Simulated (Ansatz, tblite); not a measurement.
# The cluster In9As8H24−: removing an electron

Aim: the energy of removing an electron for the cluster In9As8H24−, by energy differences, and how well orbital energies stand in for it.

The runs use Ansatz 0.2.0, Gaussian basis; as each input shows.

The runs, in order: charge 0 doublet, at the geometry of the singlet (PBE0-D4/def2-SVP, PBE-D4/def2-SVP, B97M-V/def2-SVP); the starting singlet's energies come from earlier runs.

3 further runs of the same task are left out: 1 for a known fault of the program, 2 set aside as unsound or not needed.

### Step 1. The geometry

The geometry is that of the singlet, from an earlier relaxation (PBE-D4/def2-SVP).

41 atoms, charge -1, spin multiplicity 1.

Atoms are counted from 1 here; the program's logs count them from 0.

Bond lengths: As1–In9 2.738 Å, As1–In12 2.770 Å, As1–H18 1.531 Å, As1–H19 1.537 Å, As2–In11 2.738 Å, As2–In13 2.734 Å, As2–H20 1.532 Å, As2–H21 1.529 Å, As3–In10 2.729 Å, As3–In14 2.703 Å, As3–In15 2.635 Å, As3–H22 1.534 Å, As4–In11 2.686 Å, As4–In14 2.728 Å, As4–In16 2.642 Å, As4–H23 1.534 Å, As5–In9 2.697 Å, As5–In10 2.706 Å and more. Angles: In9–As1–In12 140.3°, In9–As1–H18 103.6°, In9–As1–H19 100.5°, In12–As1–H18 106.1°, In12–As1–H19 102.8°, H18–As1–H19 94.3°, In11–As2–In13 135.0°, In11–As2–H20 106.2°, In11–As2–H21 101.6°, In13–As2–H20 107.1°, In13–As2–H21 104.4°, H20–As2–H21 95.2°, In10–As3–In14 122.0°, In10–As3–In15 107.1°, In10–As3–H22 106.8°, In14–As3–In15 114.4°, In14–As3–H22 104.5°, In15–As3–H22 99.4° and more.

In takes a core potential in the def2 sets. No spin-orbit coupling is included. The ion is computed in the gas phase, without counter-ions or solvent.

### Step 2. Charge 0 doublet at the fixed geometry, PBE0-D4/def2-SVP

in.yaml reads:

```yaml
crystal:
  periodic: [false, false, false]
  atoms:
    - {symbol: As, position_ang: [-2.050678, -1.685406, 3.576749]}
    - {symbol: As, position_ang: [1.077758, -2.760856, 0.261130]}
    - {symbol: As, position_ang: [-1.741312, 2.666803, -3.151756]}
    - {symbol: As, position_ang: [1.209525, 0.004567, -3.118937]}
    - {symbol: As, position_ang: [-2.154460, -0.205080, -0.353558]}
    - {symbol: As, position_ang: [1.780950, 0.024218, 3.326825]}
    - {symbol: As, position_ang: [1.226863, 2.508472, -0.070973]}
    - {symbol: As, position_ang: [4.194546, -0.469856, -0.095916]}
    - {symbol: In, position_ang: [-3.371619, -2.039693, 1.204302]}
    - {symbol: In, position_ang: [-3.717728, 1.069544, -2.156919]}
    - {symbol: In, position_ang: [-0.417601, -1.616702, -1.726022]}
    - {symbol: In, position_ang: [0.486708, -1.931976, 4.658891]}
    - {symbol: In, position_ang: [2.983294, -1.867387, 2.006874]}
    - {symbol: In, position_ang: [0.098818, 1.743534, -4.903210]}
    - {symbol: In, position_ang: [-0.733949, 4.009301, -1.120054]}
    - {symbol: In, position_ang: [2.987766, 1.341093, -1.693078]}
    - {symbol: In, position_ang: [-1.019747, 1.632923, 1.128674]}
    - {symbol: H, position_ang: [-2.614629, -0.366377, 4.110201]}
    - {symbol: H, position_ang: [-2.905161, -2.559993, 4.507348]}
    - {symbol: H, position_ang: [1.564812, -4.105209, -0.289285]}
    - {symbol: H, position_ang: [-0.006366, -3.362650, 1.155780]}
    - {symbol: H, position_ang: [-2.433687, 3.817928, -3.893452]}
    - {symbol: H, position_ang: [2.078801, -0.948309, -3.948804]}
    - {symbol: H, position_ang: [2.902286, 0.040377, 4.394065]}
    - {symbol: H, position_ang: [1.939378, 3.430020, 0.920804]}
    - {symbol: H, position_ang: [4.994589, -1.344820, -1.072292]}
    - {symbol: H, position_ang: [5.424159, 0.270776, 0.443005]}
    - {symbol: H, position_ang: [-2.864173, -3.626913, 0.653342]}
    - {symbol: H, position_ang: [-5.038838, -1.582882, 1.493911]}
    - {symbol: H, position_ang: [-4.141828, -0.081468, -3.406568]}
    - {symbol: H, position_ang: [-4.836435, 2.119319, -1.315753]}
    - {symbol: H, position_ang: [-1.003630, -2.916171, -2.739917]}
    - {symbol: H, position_ang: [0.890225, -3.571902, 4.134817]}
    - {symbol: H, position_ang: [0.245764, -1.585592, 6.366593]}
    - {symbol: H, position_ang: [4.098792, -3.163666, 2.376805]}
    - {symbol: H, position_ang: [-0.714943, 0.828020, -6.151398]}
    - {symbol: H, position_ang: [1.310681, 2.972343, -5.204840]}
    - {symbol: H, position_ang: [-0.744966, 5.743906, -0.964178]}
    - {symbol: H, position_ang: [-1.863389, 3.249639, 0.287835]}
    - {symbol: H, position_ang: [4.121557, 2.425272, -2.460754]}
    - {symbol: H, position_ang: [-1.242144, 1.894833, 2.829723]}
basis:
  gaussian: {orbitals: def2-SVP, fitting: {mean_field: def2-universal-jkfit}}
magnetization: {spin_polarized: true, initial_magnetization: 1}
hamiltonian: {xc: pbe0, dispersion: d4}
scf: {omitted_lower_state_checks: [starts]}
output: {orbitals: {seedname: orbitals}}
```

Command:

```bash
ansatz run in.yaml --threads 4 --pin off --events-out ev --progress --plain --max-ram 46080MiB --backend cuda --devices 0, --max-vram 37GiB
```

Output:

```text
Functional definition: PBE0
  name "PBE0"
  cite "Adamo & Barone, J. Chem. Phys. 110, 6158 (1999) doi:10.1063/1.478522"
  cite "Perdew, Burke & Ernzerhof, Phys. Rev. Lett. 77, 3865 (1996) doi:10.1103/PhysRevLett.77.3865"
  parent pbe
  parameter a = 0.25
  parameter kappa = 0.804
  parameter beta = 0.06672455060314922
  exchange = (1 - a)*pbe_x(kappa = kappa, mu = beta*pi^2/3) + a*exact_x
  correlation = pbe_c(beta = beta)
these checks for a lower state are left out or cut short: starts
4522 factors; integrals over basis functions are off by at most 3.5e-1 eV
mean field evaluation 1: about -533568.5094 eV, gradient 2.7e1 eV
mean field evaluation 2: about -533565.5227 eV, gradient 3.1e1 eV
mean field evaluation 4: about -533572.3897 eV, gradient 4.2e0 eV
mean field evaluation 8: about -533572.5573 eV, gradient 8.3e-1 eV
mean field evaluation 16: about -533572.5744 eV, gradient 2.2e-2 eV
mean field evaluation 32: about -533572.5745 eV, gradient 3.6e-5 eV
mean field -533572.57445018 eV, -19608.4304425635 hartree, gradient 9.1e-6 eV, S^2 0.755365; 0 other end points of the search recorded, 0 dependent functions left out
reference -533572.57455037 eV, -19608.4304462453 hartree; 239, 238 occupied and 371, 372 virtual orbitals, 4522 factors
Total energy: -533575.16871901 eV, -19608.5257801845 hartree
Checks for a lower state left out: starts
```

Run time: 19 s. Hardware: 1 × H100 (card shared with other runs) with 4 threads of AMD EPYC 7R13, shared host; peak host memory 1.4 GiB.

HOMO -6.76 eV, LUMO -5.84 eV (over both spins); ⟨S²⟩ 0.755 (pure: 0.75).

### Step 3. Charge 0 doublet at the fixed geometry, PBE-D4/def2-SVP

start.molden holds the orbitals of an earlier run on this state, given as this run's starting guess.

in.yaml, as its differences from that of step 2:

```diff
@@ -45,5 +45,5 @@
 basis:
-  gaussian: {orbitals: def2-SVP, fitting: {mean_field: def2-universal-jkfit}}
+  gaussian: {orbitals: def2-SVP, fitting: {mean_field: def2-universal-jkfit}, initial_orbitals: start.molden}
 magnetization: {spin_polarized: true, initial_magnetization: 1}
-hamiltonian: {xc: pbe0, dispersion: d4}
+hamiltonian: {xc: pbe, dispersion: d4}
 scf: {omitted_lower_state_checks: [starts]}
```

The command is unchanged.

Output:

```text
Functional definition: PBE
  name "PBE"
  cite "Perdew, Burke & Ernzerhof, Phys. Rev. Lett. 77, 3865 (1996) doi:10.1103/PhysRevLett.77.3865"
  parent pbe
  parameter kappa = 0.804
  parameter beta = 0.06672455060314922
  exchange = pbe_x(kappa = kappa, mu = beta*pi^2/3)
  correlation = pbe_c(beta = beta)
these checks for a lower state are left out or cut short: starts
4522 factors; integrals over basis functions are off by at most 3.5e-1 eV
mean field evaluation 1: about -533556.7213 eV, gradient 1.2e1 eV
mean field evaluation 2: about -533557.3927 eV, gradient 7.3e-1 eV
mean field evaluation 4: about -533557.4272 eV, gradient 1.1e-1 eV
mean field evaluation 8: about -533557.4275 eV, gradient 1.0e-3 eV
mean field evaluation 16: about -533557.4275 eV, gradient 1.5e-5 eV
mean field -533557.42749662 eV, -19607.8738022869 hartree, gradient 1.6e-6 eV, S^2 0.751657; 0 other end points of the search recorded, 0 dependent functions left out
reference -533557.42763132 eV, -19607.8738072372 hartree; 239, 238 occupied and 371, 372 virtual orbitals, 4522 factors
Total energy: -533560.24889197 eV, -19607.9774866537 hartree
Checks for a lower state left out: starts
```

It took 13 s on 1 × H100 (card shared with other runs) with 4 threads of AMD EPYC 7R13, shared host; peak host memory 1.4 GiB.

From the report: HOMO -5.90 eV, LUMO -5.89 eV (over both spins); ⟨S²⟩ 0.752 (pure: 0.75).

### Step 4. Charge 0 doublet at the fixed geometry, B97M-V/def2-SVP

in.yaml, as its differences from that of step 3:

```diff
@@ -47,3 +47,3 @@
 magnetization: {spin_polarized: true, initial_magnetization: 1}
-hamiltonian: {xc: pbe, dispersion: d4}
+hamiltonian: {xc: {name: B97M-V}}
 scf: {omitted_lower_state_checks: [starts]}
```

Same command.

Output:

```text
Functional definition: B97M-V
  name "B97M-V"
  cite "Mardirossian & Head-Gordon, J. Chem. Phys. 142, 074111 (2015) doi:10.1063/1.4907719"
  cite "Becke, J. Chem. Phys. 107, 8554 (1997) doi:10.1063/1.475007"
  cite "Vydrov & Van Voorhis, J. Chem. Phys. 133, 244103 (2010) doi:10.1063/1.3521275"
  # Of w^i u^j: cxij and so on, Table III.
  parameter cx00 = 1.000
  parameter cx01 = 1.308
  parameter cx02 = 1.901
  parameter cx10 = 0.416
  parameter cx11 = 3.070
  parameter css00 = 1.000
  parameter css02 = -1.855
  parameter css10 = -5.668
  parameter css32 = -20.497
  parameter css42 = -20.364
  parameter cos00 = 1.000
  parameter cos01 = 1.573
  parameter cos03 = -6.298
  parameter cos10 = 2.535
  parameter cos32 = -6.427
  parameter b = 6.0
  parameter c = 0.01
  gx(w, u) = cx00 + cx01*u + cx02*u^2 + (cx10 + cx11*u)*w
  gss(w, u) = css00 + css02*u^2 + css10*w + (css32*w^3 + css42*w^4)*u^2
  gos(w, u) = cos00 + cos01*u + cos03*u^3 + cos10*w + cos32*w^3*u^2
  exchange = spin_sum(e_x_unif_s*gx(b97_w, b97_u_x))
  correlation = spin_sum(e_c_pw_mod_same_spin*gss(b97_w, b97_u_same))
      + integral(e_c_pw_mod_opposite_spin*gos(b97_w_opposite, b97_u_opposite)) + vv10(b, c)
these checks for a lower state are left out or cut short: starts
4522 factors; integrals over basis functions are off by at most 3.5e-1 eV
mean field evaluation 1: about -533543.4439 eV, gradient 1.5e1 eV
mean field evaluation 2: about -533544.1457 eV, gradient 6.1e-1 eV
mean field evaluation 4: about -533544.1986 eV, gradient 7.8e-2 eV
mean field evaluation 8: about -533544.1989 eV, gradient 9.2e-4 eV
mean field evaluation 16: about -533544.1989 eV, gradient 1.4e-5 eV
mean field -533544.19889415 eV, -19607.3876601129 hartree, gradient 8.7e-6 eV, S^2 0.754093; 0 other end points of the search recorded, 0 dependent functions left out
reference -533544.19908877 eV, -19607.3876672649 hartree; 239, 238 occupied and 371, 372 virtual orbitals, 4522 factors
Total energy: -533544.19908877 eV, -19607.3876672649 hartree
Checks for a lower state left out: starts
```

Run time: 23 s. Hardware: 1 × H100 (card shared with other runs) with 4 threads of AMD EPYC 7R13, shared host; peak host memory 2.4 GiB.

From the report: HOMO -6.22 eV, LUMO -6.14 eV (over both spins); ⟨S²⟩ 0.754 (pure: 0.75).

### Step 5. Vertical ionisation energy

Charged state less starting state, singlet to doublet; the starting state's energies are those of its earlier runs.

```tsv
level	vertical ionisation energy (eV)	time
PBE-D4/def2-SVP	+4.51	17 s
B97M-V/def2-SVP	+4.71	32 s
PBE0-D4/def2-SVP	+4.91	29 s
```

Times add the two runs; a level without a time comes out of a correlated run.

Beside −ε(HOMO) of the starting state:

```tsv
level	−ε(HOMO) (eV)	by difference (eV)	mismatch (eV)
PBE-D4/def2-SVP	2.92	4.51	-1.59
B97M-V/def2-SVP	3.22	4.71	-1.49
PBE0-D4/def2-SVP	3.83	4.91	-1.08
```

### Step 6. Summary of results

```
                                           quantity                               value
vertical ionisation energy, functionals in def2-SVP  4.51 (PBE-D4) to 4.91 eV (PBE0-D4)
```

The vertical ionisation energy spans 4.51 to 4.91 eV over the functionals. −ε(HOMO) misses the level's own difference by -1.08 eV at best (PBE0-D4) and -1.59 eV at worst (PBE-D4).
